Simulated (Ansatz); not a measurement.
**MgMnCoO4 under changes of volume**

One of the cells (11.001 Å³/atom); the others are scaled copies at fixed shape and fractional positions:

```
Co Mn Mg O
1.0
     2.93100    0.00000    0.00000
     0.21411    5.21366    0.00000
     0.10987    1.42991    5.03928
Co Mn Mg O
1 1 1 4
Direct
  0.96321 0.57791 0.58703
  0.50693 0.96816 0.96722
  0.47399 0.30015 0.29112
  0.49359 0.28676 0.67304
  0.99131 0.14167 0.13123
  0.02403 0.81669 0.81987
  0.50997 0.67994 0.28787
```

The cell comes from a database or a generator and needn't be the stable form of this composition.

- Program: Ansatz 0.2.0
- Functional: PBE
- Potentials or basis: Ansatz PAW
- Cutoff: 420 eV (not typed: the program's choice for these potentials)
- k mesh: 9 × 6 × 5
- Occupations: fermi-dirac, width 0.05 eV
- Spin: collinear spin, ferromagnetic start
- Starting moments: [2.0, 4.0, 0.0, 0.0, 0.0, 0.0, 0.0] μB

| volume (Å³/atom) | energy over the lowest point (meV/atom) | pressure (GPa) | largest force (eV/Å) |
| --- | --- | --- | --- |
| 10.341 | 3.75 | 4.5 | 0.696 |
| 10.561 | 0.00 | 0.9 | 0.573 |
| 10.781 | ? | ? | ? |
| 11.001 | 6.21 | -5.2 | 0.471 |
| 11.221 | 15.24 | -7.8 | 0.430 |
| 11.441 | 27.72 | -10.2 | 0.392 |
| 11.661 | 43.25 | -12.3 | 0.358 |

What does the run at 10.781 Å³/atom give?

Energy over the lowest point 0.99 meV/atom; pressure -2.3 GPa; largest force 0.518 eV/Å.

Worked out: A Birch-Murnaghan fit of order 3 (a polynomial in V^(-2/3)) to the other rows has its minimum at 10.62 Å³/atom with B0 = V·E''(V) = 161 GPa and B' = 4.2 at fixed shape and positions, which overstates the stiffness. It gives 0.98 meV/atom at 10.781 Å³/atom, against the run's 0.99, and -dE/dV = -2.3 GPa, against -2.3.

Energies are extrapolated to zero smearing.

Caveats: the starting moments weren't kept.
